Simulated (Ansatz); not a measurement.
# CH₃FSn: up Jacob's ladder to CCSD(T)

An exercise on one series of results from a longer session: the logs are not shown, and one member is left open.

Computed with Ansatz 0.2.0, Gaussian basis. Level: functionals in def2-TZVPP, the program's frozen cores in correlated methods.

The runs, in order: LDA (SPW92), PBE-D4, revPBE-D4, BLYP-D4, r2SCAN-D4, B97M-V, PBE0-D4, B3LYP-D4, r2SCANh-D4, r2SCAN0-D4, HSE06-D4, BHLYP-D4, CAM-B3LYP-D4, LC-ωPBE, ωB97X-V, ωB97M-V, B2PLYP, PBE-QIDH; CCSD(T)/def2-SVP; CCSD(T)/def2-TZVPP; MP2/def2-QZVPP; extrapolation to the limit; RPA on PBE.

### Structure used throughout

All runs share one geometry, relaxed beforehand with PBE0-D4 in a triple-zeta def2 set. Sn takes the def2 core potential; no spin-orbit term is included.

SMILES `[CH3][Sn][F]`, 6 atoms, charge 0, spin multiplicity 1.

Atoms are counted from 1 here; the program's logs count them from 0.

Bond lengths: C1–Sn2 2.175 Å, C1–H4 1.094 Å, C1–H5 1.094 Å, C1–H6 1.092 Å, Sn2–F3 1.952 Å. Angles: Sn2–C1–H4 108.9°, Sn2–C1–H5 108.8°, Sn2–C1–H6 113.1°, H4–C1–H5 107.3°, H4–C1–H6 109.3°, H5–C1–H6 109.2°, C1–Sn2–F3 92.9°.

The first run:

File in.yaml:

```yaml
crystal:
  periodic: [false, false, false]
  atoms:
    - {symbol: C, position_ang: [-0.389799, 0.421217, -0.282863]}
    - {symbol: Sn, position_ang: [0.257138, -0.620491, 1.513588]}
    - {symbol: F, position_ang: [1.621583, -1.634137, 0.554098]}
    - {symbol: H, position_ang: [-0.684907, -0.317774, -1.033906]}
    - {symbol: H, position_ang: [0.458083, 0.979387, -0.691897]}
    - {symbol: H, position_ang: [-1.219998, 1.107698, -0.105220]}
basis:
  gaussian: {orbitals: def2-TZVPP}
hamiltonian: {xc: lda}
output: {orbitals: {seedname: orbitals}}
```

Among the steps run: LDA; PBE-D4 (GGA); revPBE-D4 (GGA); BLYP-D4 (GGA); r2SCAN-D4 (meta-GGA); B97M-V (meta-GGA); PBE0-D4 (hybrid); B3LYP-D4 (hybrid); r2SCANh-D4 (hybrid); r2SCAN0-D4 (hybrid); HSE06-D4 (hybrid); BHLYP-D4 (hybrid); CAM-B3LYP-D4 (range-separated); LC-ωPBE-D4 (range-separated; the results give it without D4); ωB97X-V (range-separated); ωB97M-V (range-separated); B2PLYP (double hybrid); PBE-QIDH (double hybrid).

One table of the session follows, with a row left open; its other results are not shown here.

It belongs to the step «Frontier levels by functional». 

| functional | HOMO (eV) | LUMO (eV) | gap (eV) |
| --- | --- | --- | --- |
| LDA (SPW92) | -5.79 | -3.49 | 2.30 |
| PBE-D4 | -5.60 | -3.23 | 2.37 |
| revPBE-D4 | -5.53 | -3.12 | 2.41 |
| BLYP-D4 | -5.48 | -3.20 | 2.28 |
| r2SCAN-D4 | -5.85 | -3.12 | 2.73 |
| B97M-V | -5.77 | -3.18 | 2.59 |
| PBE0-D4 | -6.66 | -2.51 | 4.15 |
| B3LYP-D4 | -6.50 | -2.79 | 3.71 |
| r2SCANh-D4 | -6.25 | -2.86 | 3.39 |
| r2SCAN0-D4 | -6.84 | -2.46 | 4.38 |
| HSE06-D4 | -6.27 | -2.88 | 3.39 |
| BHLYP-D4 | -7.61 | -1.83 | 5.78 |
| CAM-B3LYP-D4 | -7.92 | -1.62 | 6.30 |
| LC-ωPBE | ? | ? | ? |
| ωB97X-V | -8.82 | -0.58 | 8.24 |
| ωB97M-V | -8.74 | -0.76 | 7.98 |

**Question.** Estimate the row for LC-ωPBE.

**Answer.** HOMO (eV): -9.13; LUMO (eV): -0.46; gap (eV): 8.67. In the column «HOMO (eV)» it is the lowest.
